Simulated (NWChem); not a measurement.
**A workflow on the pair CH2ClFO···C2H3F**

Aim: a single-point energy (singlet C3H5ClF2O, B97-D/3-21G), then a single-point energy (singlet CH2ClFO, B97-D/3-21G), then the energy (singlet C2H3F, B97-D/3-21G), then the energy (singlet CH2ClFO, B97-D/3-21G), then a single-point energy (singlet C2H3F, B97-D/3-21G) of C3H5ClF2O and its partners. 

The results are computed with NWChem 7.3.0.

## (1) The system as given

The species is C3H5ClF2O (12 atoms), meant as a singlet with charge 0. The two molecules were placed rigidly side by side, at 0.8 times their contact distance; the pair isn't optimised.

Bond lengths: O1–C2 1.346 Å, C2–F3 1.357 Å, C2–Cl4 1.794 Å, C7–C8 1.316 Å, C8–F9 1.336 Å, O1–H5 0.965 Å, C2–H6 1.088 Å, C7–H10 1.082 Å, C7–H11 1.081 Å, C8–H12 1.084 Å. Some angles: O1–C2–F3 111.5°, O1–C2–Cl4 112.4°, F3–C2–Cl4 106.8°, C7–C8–F9 122.3°, O1–C2–H6 109.1°, F3–C2–H6 109.3°, Cl4–C2–H6 107.6°, C2–O1–H5 109.3°, C7–C8–H12 125.7°, F9–C8–H12 112.0°.

## (2) A single-point energy at B97-D/3-21G (run 1)

m1.nw reads:

```
start m1
memory stack 880 mb heap 220 mb global 1100 mb

geometry noautosym nocenter noautoz
   O      0.496980     0.987750    -0.210630
   C      0.079580    -0.202050     0.261470
   F      0.586080    -1.230450    -0.464230
   Cl    -1.706420    -0.368050     0.217170
   H      0.149380     1.117650    -1.101730
   H      0.394380    -0.304850     1.297970
   C      1.002440     0.943310     4.943670
   C     -0.196670     0.638720     4.493740
   F     -0.391840     0.102860     3.285340
   H      1.890790     0.771750     4.349740
   H      1.102530     1.375050     5.929570
   H     -1.128460     0.781550     5.029610
end

basis spherical bse
   O library 3-21G
   C library 3-21G
   F library 3-21G
   Cl library 3-21G
   H library 3-21G
end

dft
   xc becke97-d
   mult 1
   grid fine
   convergence energy 1e-08
   maxiter 100
   mulliken
   print low
end

task dft energy
```

On the command line:

```bash
$ nwchem m1.nw > m1.out
```

Output:

```text
[...]
 d= 0,ls=0.0,diis     1   -847.6104441709 -1.21D+03  2.83D-02  1.84D+00     1.5
[...]
 d= 0,ls=0.0,diis    12   -847.8258168115 -1.59D-10  2.33D-07  5.07D-10    13.6
         Total DFT energy =     -847.825816811548
      One electron energy =    -1884.120877984661
           Coulomb energy =      752.978561962135
    Exchange-Corr. energy =      -75.603664077060
 Nuclear repulsion energy =      358.927501515456
    Dispersion correction =       -0.007338227419
[...]
      Total Density - Mulliken Population Analysis
     ---------------------------------------------
    Atom       Charge   Shell Charges
 -----------   ------   -------------------------------------------------------
    1 O    8     8.53   1.98  0.43  2.17  1.49  2.46
    2 C    6     5.90   1.99  0.41  1.55  0.88  1.07
    3 F    9     9.27   1.98  0.45  2.50  1.55  2.78
    4 Cl  17    16.99   2.00  1.96  5.90  1.19  3.12  0.78  2.03
    5 H    1     0.62   0.44  0.18
    6 H    1     0.73   0.49  0.24
    7 C    6     6.47   1.99  0.40  1.69  0.97  1.42
    8 C    6     5.88   1.98  0.43  1.62  0.81  1.04
    9 F    9     9.26   1.98  0.45  2.50  1.55  2.77
   10 H    1     0.78   0.48  0.31
[...]
```

It took 14 s on 1 thread of Intel Xeon Platinum 8488C (Sapphire Rapids), shared host; peak memory 0.11 GiB.

## (3) CH2ClFO: a single-point energy at B97-D/3-21G (run 2)

ch2clfo.nw reads:

```
start ch2clfo
title "CH2ClFO"
memory total 2200 mb
geometry units au noautosym nocenter noautoz
   O    0.93915609   1.86657698  -0.39803301
   C    0.15038440  -0.38181916   0.49410669
   F    1.10753069  -2.32521351  -0.87726756
   Cl  -3.22466645  -0.69551370   0.41039182
   H    0.28228729   2.11205240  -2.08196796
   H    0.74527019  -0.57608301   2.45280782
end
basis "ao basis" spherical bse
   O library 3-21G
   C library 3-21G
   F library 3-21G
   Cl library 3-21G
   H library 3-21G
end
dft
   xc becke97-d
   grid fine
   convergence energy 1e-08
   maxiter 100
   mulliken
   print low
end
task dft energy
```

On the command line:

```bash
$ nwchem ch2clfo.nw > ch2clfo.out
```

Output:

```text
[...]
 d= 0,ls=0.0,diis     1   -670.9090483697 -8.40D+02  4.42D-02  1.31D+00     0.8
[...]
 d= 0,ls=0.0,diis    10   -671.0675518288 -3.16D-09  1.29D-06  4.66D-09     4.8
         Total DFT energy =     -671.067551828822
      One electron energy =    -1263.327964948575
           Coulomb energy =      476.547941598549
    Exchange-Corr. energy =      -53.355141069255
 Nuclear repulsion energy =      169.070162872244
    Dispersion correction =       -0.002550281784
[...]
      Total Density - Mulliken Population Analysis
     ---------------------------------------------
    Atom       Charge   Shell Charges
 -----------   ------   -------------------------------------------------------
    1 O    8     8.53   1.98  0.43  2.17  1.49  2.45
    2 C    6     5.88   1.99  0.41  1.55  0.87  1.07
    3 F    9     9.26   1.98  0.45  2.50  1.55  2.77
    4 Cl  17    16.98   2.00  1.96  5.90  1.19  3.12  0.78  2.02
    5 H    1     0.62   0.44  0.18
    6 H    1     0.73   0.50  0.24
[...]
```

Run time: 5.7 s. Hardware: 1 thread of Intel Xeon Platinum 8488C (Sapphire Rapids), shared host; peak memory 0.11 GiB.

## (4) C2H3F: the energy at B97-D/3-21G (run 3)

work.nw reads:

```
echo
start work
memory 2200 mb

geometry units angstroms noautosym nocenter noautoz
 C        1.002440       0.943310       4.943670
 C       -0.196670       0.638720       4.493740
 F       -0.391840       0.102860       3.285340
 H        1.890790       0.771750       4.349740
 H        1.102530       1.375050       5.929570
 H       -1.128460       0.781550       5.029610
end

basis spherical bse
 * library 3-21G
end

dft
 xc becke97-d
 grid fine
 convergence energy 1e-08
 iterations 100
 mulliken
 print low
end

task dft
```

On the command line:

```bash
$ nwchem work.nw > work.out
```

Output:

```text
[...]
 d= 0,ls=0.0,diis     1   -176.6885730938 -2.44D+02  3.34D-02  5.53D-01     0.4
[...]
 d= 0,ls=0.0,diis    10   -176.7499213369 -3.38D-09  2.48D-06  9.82D-09     2.7
         Total DFT energy =     -176.749921336865
      One electron energy =     -376.473785185299
           Coulomb energy =      154.184108407506
    Exchange-Corr. energy =      -22.251506122030
 Nuclear repulsion energy =       67.793339441502
    Dispersion correction =       -0.002077878545
[...]
      Total Density - Mulliken Population Analysis
     ---------------------------------------------
    Atom       Charge   Shell Charges
 -----------   ------   -------------------------------------------------------
    1 C    6     6.47   1.99  0.40  1.69  0.97  1.42
    2 C    6     5.88   1.98  0.43  1.62  0.81  1.04
    3 F    9     9.27   1.98  0.45  2.50  1.56  2.77
    4 H    1     0.78   0.48  0.31
    5 H    1     0.79   0.48  0.32
    6 H    1     0.80   0.49  0.31
[...]
```

Run time: 3.6 s. Hardware: 1 thread of Intel Xeon Platinum 8488C (Sapphire Rapids), shared host; peak memory 0.11 GiB.

## (5) CH2ClFO among ghost functions: the energy at B97-D/3-21G (with ghost functions) (run 4)

m1.nw reads:

```
start m1
memory total 2200 mb

geometry units angstroms noautosym nocenter noautoz
   O      0.496980     0.987750    -0.210630
   C      0.079580    -0.202050     0.261470
   F      0.586080    -1.230450    -0.464230
   Cl    -1.706420    -0.368050     0.217170
   H      0.149380     1.117650    -1.101730
   H      0.394380    -0.304850     1.297970
   bqC      1.002440     0.943310     4.943670
   bqC     -0.196670     0.638720     4.493740
   bqF     -0.391840     0.102860     3.285340
   bqH      1.890790     0.771750     4.349740
   bqH      1.102530     1.375050     5.929570
   bqH     -1.128460     0.781550     5.029610
end

basis spherical bse
   O library 3-21G
   C library 3-21G
   F library 3-21G
   Cl library 3-21G
   H library 3-21G
   bqC library C 3-21G
   bqF library F 3-21G
   bqH library H 3-21G
end

dft
   xc becke97-d
   grid fine
   convergence energy 1e-08
   maxiter 100
   mulliken
   print low
end

task dft energy
```

On the command line:

```bash
$ nwchem m1.nw > m1.out
```

Output:

```text
[...]
 d= 0,ls=0.0,diis     1   -670.9093381225 -8.40D+02  2.53D-02  1.31D+00     1.3
[...]
 d= 0,ls=0.0,diis    10   -671.0678860480 -3.12D-09  7.37D-07  4.66D-09    10.1
         Total DFT energy =     -671.067886048018
      One electron energy =    -1263.322835405423
           Coulomb energy =      476.541988020531
    Exchange-Corr. energy =      -53.354663364496
 Nuclear repulsion energy =      169.070174982382
    Dispersion correction =       -0.002550281011
[...]
      Total Density - Mulliken Population Analysis
     ---------------------------------------------
    Atom       Charge   Shell Charges
 -----------   ------   -------------------------------------------------------
    1 O    8     8.53   1.98  0.43  2.17  1.49  2.45
    2 C    6     5.89   1.99  0.41  1.55  0.87  1.07
    3 F    9     9.26   1.98  0.45  2.50  1.55  2.77
    4 Cl  17    16.98   2.00  1.96  5.90  1.19  3.12  0.78  2.02
    5 H    1     0.62   0.44  0.18
    6 H    1     0.73   0.50  0.23
    7 X    0    -0.00   0.00  0.00 -0.00 -0.00 -0.00
    8 X    0     0.00  -0.00 -0.00 -0.00  0.00  0.00
    9 X    0     0.00  -0.00 -0.00 -0.00  0.00  0.00
   10 X    0     0.00  -0.00  0.00
[...]
```

Run time: 11 s. Hardware: 1 thread of Intel Xeon Platinum 8488C (Sapphire Rapids), shared host; peak memory 0.11 GiB.

## (6) C2H3F among ghost functions: a single-point energy at B97-D/3-21G (with ghost functions) (run 5)

work.nw reads:

```
START work
TITLE "C2H3F B97-D"
memory total 2200 mb

GEOMETRY units angstrom noautosym nocenter noautoz
C      1.002440     0.943310     4.943670
C     -0.196670     0.638720     4.493740
F     -0.391840     0.102860     3.285340
H      1.890790     0.771750     4.349740
H      1.102530     1.375050     5.929570
H     -1.128460     0.781550     5.029610
bqO      0.496980     0.987750    -0.210630
bqC      0.079580    -0.202050     0.261470
bqF      0.586080    -1.230450    -0.464230
bqCl    -1.706420    -0.368050     0.217170
bqH      0.149380     1.117650    -1.101730
bqH      0.394380    -0.304850     1.297970
END

BASIS spherical bse
C library 3-21G
F library 3-21G
H library 3-21G
bqO library O 3-21G
bqC library C 3-21G
bqF library F 3-21G
bqCl library Cl 3-21G
bqH library H 3-21G
END

DFT
xc becke97-d
grid fine
convergence energy 1e-08
maxiter 100
mulliken
noprint "final vectors analysis"
END

TASK dft energy
```

On the command line:

```bash
$ nwchem work.nw > work.out
```

Output:

```text
[...]
          Wavefunction type:  closed shell.
          No. of atoms     :    12
          No. of electrons :    24
[...]
          Charge           :     0
          Spin multiplicity:     1
[...]
          AO basis - number of functions:    77
[...]
              XC Information
              --------------
                   Becke 97-D Method XC Functional
                  Becke 1997-D Exchange Functional  1.000
                Becke 1997-D Correlation Potential  1.000
[...]
 d= 0,ls=0.0,diis     1   -176.6941720526 -2.44D+02  1.41D-02  5.55D-01     1.5
[...]
 d= 0,ls=0.0,diis    10   -176.7558777889 -3.41D-09  1.09D-06  1.06D-08    10.3
         Total DFT energy =     -176.755877788943
      One electron energy =     -376.387677741051
           Coulomb energy =      154.080214949212
    Exchange-Corr. energy =      -22.239676560062
 Nuclear repulsion energy =       67.793339441502
    Dispersion correction =       -0.002077878545
[...]
      Total Density - Mulliken Population Analysis
     ---------------------------------------------
    Atom       Charge   Shell Charges
 -----------   ------   -------------------------------------------------------
    1 C    6     6.47   1.99  0.40  1.69  0.97  1.42
    2 C    6     5.88   1.98  0.43  1.62  0.81  1.04
    3 F    9     9.25   1.98  0.45  2.50  1.55  2.76
    4 H    1     0.78   0.48  0.30
    5 H    1     0.79   0.48  0.32
    6 H    1     0.80   0.49  0.30
    7 X    0     0.00  -0.00 -0.00 -0.00  0.00 -0.00
    8 X    0    -0.01  -0.00  0.00 -0.00 -0.00 -0.00
    9 X    0     0.00  -0.00 -0.00 -0.00  0.00  0.00
   10 X    0     0.00   0.00  0.00 -0.00 -0.00 -0.00  0.00  0.00
[...]
```

It took 11 s on 1 thread of Intel Xeon Platinum 8488C (Sapphire Rapids), shared host; peak memory 0.12 GiB.

## (7) Outcome

| quantity | value |
| --- | --- |
| run 1, B97-D/3-21G: total energy | -847.82582 Eh |
| run 1, B97-D/3-21G: dispersion energy | -19.27 kJ/mol |
| CH2ClFO: total energy | -671.06755 Eh |
| CH2ClFO: dispersion energy | -6.70 kJ/mol |
| C2H3F: total energy | -176.74992 Eh |
| C2H3F: dispersion energy | -5.46 kJ/mol |
| CH2ClFO among ghost functions: total energy | -671.06789 Eh |
| CH2ClFO among ghost functions: dispersion energy | -6.70 kJ/mol |
| C2H3F among ghost functions: total energy | -176.75588 Eh |
| C2H3F among ghost functions: dipole moment | 1.36 D |
| C2H3F among ghost functions: dispersion energy | -5.46 kJ/mol |
| interaction energy of the rigid parts CH2ClFO and C2H3F (parts in their own basis; closest atoms 2.18 Å apart) | -0.227 eV |
| interaction energy of the rigid parts CH2ClFO and C2H3F (parts in the whole basis, counterpoise; closest atoms 2.18 Å apart) | -0.056 eV |

In words: The interaction energy of the rigid parts CH2ClFO and C2H3F (parts in their own basis; closest atoms 2.18 Å apart) is −0.23 eV (−21.9 kJ/mol): the parts attract. Without counterpoise this holds the superposition error of the basis. The interaction energy of the rigid parts CH2ClFO and C2H3F (parts in the whole basis, counterpoise; closest atoms 2.18 Å apart) is −0.06 eV (−1.3 kcal/mol): the parts attract. The basis-set superposition error is 16.5 kJ/mol. Mulliken charges (run 1, B97-D/3-21G) run from -0.53 on O1 to +0.38 on H5. Mulliken charges (CH2ClFO) run from -0.53 on O1 to +0.38 on H5; they depend strongly on the basis. Mulliken charges (C2H3F) run from -0.47 on C1 to +0.22 on H4; they depend strongly on the basis.
